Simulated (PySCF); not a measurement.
# BiH8N4 (Bi(NH2)4-): the cost of one run

The runs use PySCF 2.14.0; BP86, Bi def2-SVP with ECP60, N def2-SVP, H def2-SVP; scalar-relativistic core potentials, no spin–orbit coupling.

2 further runs of the same task are left out: 2 for a known fault of the program.

### Step 1. Where the work starts

13 atoms, charge -1, spin multiplicity 1.

Bond lengths: Bi1–N2 2.428 Å, Bi1–N5 2.251 Å, Bi1–N8 2.428 Å, Bi1–N11 2.251 Å, N2–H3 1.042 Å, N2–H4 1.042 Å, N5–H6 1.038 Å, N5–H7 1.038 Å, N8–H9 1.042 Å, N8–H10 1.042 Å, N11–H12 1.038 Å, N11–H13 1.038 Å. Angles: N2–Bi1–N5 79.9°, N2–Bi1–N8 144.2°, N2–Bi1–N11 79.9°, N5–Bi1–N8 79.9°, N5–Bi1–N11 110.8°, N8–Bi1–N11 79.9°, Bi1–N2–H3 103.6°, Bi1–N2–H4 103.6°, H3–N2–H4 101.5°, Bi1–N5–H6 99.0°, Bi1–N5–H7 99.0°, H6–N5–H7 104.4°, Bi1–N8–H9 103.6°, Bi1–N8–H10 103.6°, H9–N8–H10 101.5°, Bi1–N11–H12 99.0°, Bi1–N11–H13 99.0°, H12–N11–H13 104.4°.

As a file:

```xyz
13

Bi    0.8296    0.0000    0.0000
N     0.0823    1.6336    1.6336
H     0.5892    1.3612    2.5019
H     0.5892    2.5019    1.3612
N    -0.4487   -1.3102    1.3102
H    -1.0474   -0.5783    1.7378
H    -1.0474   -1.7378    0.5783
N     0.0823   -1.6336   -1.6336
H     0.5892   -2.5019   -1.3612
H     0.5892   -1.3612   -2.5019
N    -0.4487    1.3102   -1.3102
H    -1.0474    1.7378   -0.5783
H    -1.0474    0.5783   -1.7378
```

Formal oxidation states: Bi +3. An earlier session relaxed this geometry at BP86, Bi def2-SVP with ECP60, N def2-SVP, H def2-SVP (singlet, point group C2v).

Its energy there is -438.437968 Eh.

### Step 2. Atoms moved at random, σ = 0.1 Å

run.py (the lines that set the calculation)

```python
mol = gto.M(atom='''
Bi     0.85933    -0.09593     0.02576
N     -0.03887     1.75784     1.44728
H      0.78672     1.30145     2.55216
H      0.74750     2.47508     1.27335
N     -0.56548    -1.26882     1.22606
H     -1.08041    -0.51146     1.74354
H     -1.18543    -1.72363     0.70515
N      0.15490    -1.54323    -1.54972
H      0.61789    -2.39101    -1.37660
H      0.43879    -1.37233    -2.46520
N     -0.46066     1.15754    -1.34861
H     -1.04918     1.66108    -0.57176
H     -0.96121     0.55342    -1.66141''',
    basis={'Bi': 'def2-SVP', 'N': 'def2-SVP', 'H': 'def2-SVP'},
    ecp={'Bi': 'def2-SVP'},
    charge=-1, spin=0)
mf = dft.RKS(mol, xc='B88,P86')
mf.grids.atom_grid = (50, 194)
mf = mf.density_fit()  # fitting sets: Bi def2-universal-JKFIT, N def2-universal-JKFIT, H def2-universal-JKFIT
mf.conv_tol = 1e-08; mf.max_cycle = 55
mf.kernel(dm0)  # dm0: the density of the relaxed state
```

The run is started by

```sh
$ OMP_NUM_THREADS=2 python run.py
```

**Question.** How long does this run take on 2 threads of Arm Neoverse V2, shared host?

About 6.3 s.
